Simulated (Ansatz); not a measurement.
# Bi: the cost of one run

Computed with Ansatz 0.2.0 (DFT LDA, scalar-relativistic, unless a step's input says otherwise).

### Step 1. The starting structure

Symmetry: R-3m, No. 166, trigonal system. Conventional cell: a = 4.546 Å, b = 4.546 Å, c = 11.862 Å, α = 90.00°, β = 90.00°, γ = 120.00°. Around Bi (site symmetry 3m) lie 6 Bi at 3.07 to 3.53 Å.

Coordinates:

```
Bi
1.0
     2.27300    1.31232    3.95400
    -2.27300    1.31232    3.95400
     0.00000   -2.62463    3.95400
Bi
2
Direct
  0.23389 0.23389 0.23389
  0.76611 0.76611 0.76611
```

Structure: COD 9009658, as refined from experiment and not relaxed.

Atoms are numbered in the order of the input: Bi1, Bi2.

### Step 2. Volume × 0.94, LAPW

Contents of input.yaml:

```yaml
crystal:
  lattice:
    - [2.2265989101, 1.2855274801, 3.8732834739]
    - [-2.2265989101, 1.2855274801, 3.8732834739]
    - [0.0, -2.5710549601, 3.8732834739]
  atoms:
    - { symbol: Bi, position: [0.23389, 0.23389, 0.23389] }
    - { symbol: Bi, position: [0.76611, 0.76611, 0.76611] }
kpoints:
  mp_grid: { grid: [11, 11, 11] }
  band_path:
    path:
      - [0.0, 0.0, 0.0]
      - [0.5, 0.5, 0.5]
      - [0.7598966753, 0.2401033247, 0.5]
      - [0.5, -0.2401033247, 0.2401033247]
      - [0.5, 0.0, 0.0]
      - [0.0, 0.0, 0.0]
      - [0.3700516624, -0.3700516624, 0.0]
      - [0.6299483376, 0.0, 0.3700516624]
      - [0.5, 0.0, 0.5]
    npoints: 5
scf:
  occupations: { method: fermi_dirac, width: 0.03 }
hamiltonian:
  xc: lda
  pseudopotentials: { kind: all_electron, lapw: { basis_error: 0.00025 } }
output:
  forces: true
  stress: true
  eigenvalues: true
```

Command:

```
ansatz run input.yaml --threads 1 --pin off --max-ram 3072MiB --backend cpu --events-out ev --progress --plain --runs-dir out
```

**Question.** How long does this run take on 1 thread of Arm Neoverse V1, shared host, and how much memory does it need?

About 96 s, with a peak of 0.78 GiB.
